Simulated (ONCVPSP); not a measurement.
# Cu: the cost of one run

Program: ONCVPSP 4.0.1.1 (patched build). Reference atom: PBE, scalar-relativistic, spherical and spin-unpolarised. All values are calculated.

### 1 Settings

Typed settings, in words:

- element: copper (Cu, Z = 29)
- type: optimised norm-conserving Vanderbilt (ONCV)
- frozen core: [Ne]
- valence charge: 19
- reference configuration: 3s2 3p6 3d10 4s1
- partial waves: 3s+4s: rc 0.95 bohr, ncon 4, nbas 8, qcut 10.6 1/bohr, 3 projectors, debl 3.9 Ha; 3p: rc 0.80 bohr, ncon 4, nbas 9, qcut 12.5 1/bohr, 2 projectors, debl 2.6 Ha; 3d: rc 1.50 bohr, ncon 4, nbas 9, qcut 12.1 1/bohr, 2 projectors, debl 1.3 Ha
- local potential: polynomial inside 0.60 bohr (lpopt 4, dvloc0 4 Ha)
- core correction: not asked for

The nodes and maxima of the atom's own shells, from an earlier all-electron run, set the scale for the radii.

All-electron outer shells of the reference configuration (PBE, scalar-relativistic, ld1.x):

```json
{"shell": "2p", "level (eV)": "-916.98", "outermost node (bohr)": "–", "outermost maximum (bohr)": "0.16"}
{"shell": "3s", "level (eV)": "-114.70", "outermost node (bohr)": "0.29", "outermost maximum (bohr)": "0.61"}
{"shell": "3p", "level (eV)": "-72.14", "outermost node (bohr)": "0.26", "outermost maximum (bohr)": "0.62"}
{"shell": "3d", "level (eV)": "-5.04", "outermost node (bohr)": "–", "outermost maximum (bohr)": "0.60"}
{"shell": "4s", "level (eV)": "-4.61", "outermost node (bohr)": "0.89", "outermost maximum (bohr)": "2.27"}
{"shell": "4p", "level (eV)": "-0.70", "outermost node (bohr)": "0.97", "outermost maximum (bohr)": "3.65"}
```

### 2 Generation

Cu.dat

```
# ATOM AND REFERENCE CONFIGURATION
# atsym  z   nc   nv     iexc    psfile
  Cu 29.00    3    4        4      upf
#
#   n    l    f
    1    0    2.00
    2    0    2.00
    2    1    6.00
    3    0    2.00
    3    1    6.00
    3    2   10.00
    4    0    1.00
#
# PSEUDOPOTENTIAL AND OPTIMIZATION
# lmax
    2
#
#   l,   rc,      ep,       ncon, nbas, qcut
    0    0.95    0.00    4    8   10.60
    1    0.80    0.00    4    9   12.50
    2    1.50    0.00    4    9   12.10
#
# LOCAL POTENTIAL
# lloc, lpopt,  rc(5),   dvloc0
    4    4    0.60    4.00
#
# VANDERBILT-KLEINMAN-BYLANDER PROJECTORs
# l, nproj, debl
    0    3    3.90
    1    2    2.60
    2    2    1.30
#
# MODEL CORE CHARGE
# icmod, fcfact, rcfact
    0    0.00    0.00
#
# LOG DERIVATIVE ANALYSIS
# epsh1, epsh2, depsh
   -6.00    5.00    0.04
#
# OUTPUT GRID
# rlmax, drl
    6.00    0.01
#
# TEST CONFIGURATIONS
# ncnf
    4
# nvcnf
#   n    l    f
    4
    3    0    2.00
    3    1    6.00
    3    2   10.00
    4    0    0.00
#
    4
    3    0    2.00
    3    1    6.00
    3    2    9.00
    4    0    0.00
#
    4
    3    0    2.00
    3    1    6.00
    3    2    8.00
    4    0    0.00
#
    4
    3    0    2.00
    3    1    6.00
    3    2    9.00
    4    0    1.00
#
```

Run with:

```sh
$ oncvpsp.x < Cu.dat > Cu.out
```

**Question.** How long does this run take on 1 thread of Neoverse-V2, shared host?

About 4 s.
